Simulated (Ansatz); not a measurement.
# Ta2Si2O: the cost of one run

Computed with Ansatz 0.2.0 (DFT PBE, scalar-relativistic, plane waves, PAW, unless a step's input says otherwise).

**1. The structure to begin with**

Symmetry: I4/mmm, No. 139, tetragonal system. Conventional cell: a = 3.928 Å, b = 3.928 Å, c = 9.176 Å, α = 90.00°, β = 90.00°, γ = 90.00°. Ta (site symmetry -4m2) has 4 Si at 2.24 Å and 4 Ta at 2.78 Å and 4 O at 3.02 Å as nearest neighbours. Si (site symmetry 4mm) is surrounded by 4 Ta at 2.24 Å and 1 Si at 2.43 Å. Around O (site symmetry 4/mmm) lie 8 Ta at 3.02 Å and 8 Si at 3.03 Å.

Structure file:

```cif
data_structure
_symmetry_space_group_name_H-M 'P 1'
_symmetry_Int_Tables_number 1
_cell_length_a 5.3632
_cell_length_b 5.3632
_cell_length_c 5.3632
_cell_angle_alpha 137.033
_cell_angle_beta 137.033
_cell_angle_gamma 62.388
_cell_volume 70.80
loop_
_atom_site_label
_atom_site_type_symbol
_atom_site_fract_x
_atom_site_fract_y
_atom_site_fract_z
_atom_site_occupancy
Ta1 Ta 0.25000 0.75000 0.50000 1
Ta2 Ta 0.75000 0.25000 0.50000 1
Si1 Si 0.63250 0.63250 0.00000 1
Si2 Si 0.36750 0.36750 0.00000 1
O1 O 0.00000 0.00000 0.00000 1
```

The cell is invented: species swapped into a database cell of SmGe2Ru2 (I4/mmm, No. 139), with O on the Sm sites, Si on the Ge sites and Ta on the Ru sites. Lengths come from tabulated atomic sizes and are only a guess.

**2. Probe: one point on a coarse mesh**

input.yaml reads:

```yaml
crystal:
  lattice:
    - [-1.96421624, 1.96421624, 4.58781233]
    - [1.96421624, -1.96421624, 4.58781233]
    - [1.96421624, 1.96421624, -4.58781233]
  atoms:
    - { symbol: Ta, position: [0.25, 0.75, 0.5] }
    - { symbol: Ta, position: [0.75, 0.25, 0.5] }
    - { symbol: Si, position: [0.63250202, 0.63250202, 0.0] }
    - { symbol: Si, position: [0.36749798, 0.36749798, 0.0] }
    - { symbol: O, position: [0.0, 0.0, 0.0] }
basis:
  ecutwfc: 420
kpoints:
  mp_grid: { grid: [6, 6, 6] }
hamiltonian:
  xc: pbe
scf:
  occupations: { method: gaussian, width: 0.1 }
  lower_state_search: "off"
output:
  forces: true
  stress: true
  eigenvalues: true
```

The run is started by

```bash
ansatz run input.yaml --threads 1 --pin off --max-ram 2560MiB --backend cpu --events-out ev --progress --plain --runs-dir out
```

Q: Estimate wall time and peak memory on 1 thread of Intel Xeon 6975P-C (Granite Rapids), shared host.

About 1.7 s, with a peak of 0.41 GiB.
